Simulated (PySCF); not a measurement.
# C2H7ClOSi: the cost of one run

The runs use PySCF 2.14.0, with density-fitted response routines of our own; the level of theory stands in each step. All values are computed, except where a source is named. Atoms count from 0, in the outputs and in this text.

## 1. Starting geometry

12 atoms, charge 0, multiplicity 1; geometry from: GFN2-xTB. The atoms were then displaced at random by about 0.01 Å, so the start is not that level's minimum.

Bonds of the start (Å): C0–C1 1.50, C1–O2 1.39, O2–Si3 1.66, Si3–Cl4 2.01, C0–H5 1.09, C0–H6 1.08, C0–H7 1.12, C1–H8 1.09, C1–H9 1.08, Si3–H10 1.44, Si3–H11 1.44.

## 2. Relaxing the molecule at PBE0-D3(BJ)/def2-SVP

What the job is given:

```
{"job": {"xc": "PBE0", "basis": "def2-SVP", "d3": "d3bj", "grid": 1, "shake": 0.01, "kind": "geom"}, "charge": 0, "multiplicity": 1}
C     -1.855150    -0.020450     0.394730
C     -0.599760    -0.376480    -0.337330
O      0.406860     0.520330     0.018170
Si     2.061590     0.460030    -0.125170
Cl     2.727220    -1.304380     0.579210
H     -2.680160    -0.665080     0.098960
H     -1.716300    -0.059570     1.465560
H     -2.142510     1.029550     0.133820
H     -0.298150    -1.389620    -0.057170
H     -0.743290    -0.323230    -1.410660
H      2.400170     1.566900     0.734380
H      2.479180     0.533730    -1.503520
```

Started as:

```sh
$ OMP_NUM_THREADS=1 python probes_run.py task.json out
```

The driver reads the jobs from task.json and runs them one after another.

**Question.** How long does this first job take on 1 thread of Arm Neoverse V2, shared host, and how much memory does it need?

About 37 s, with a peak of 0.45 GiB.
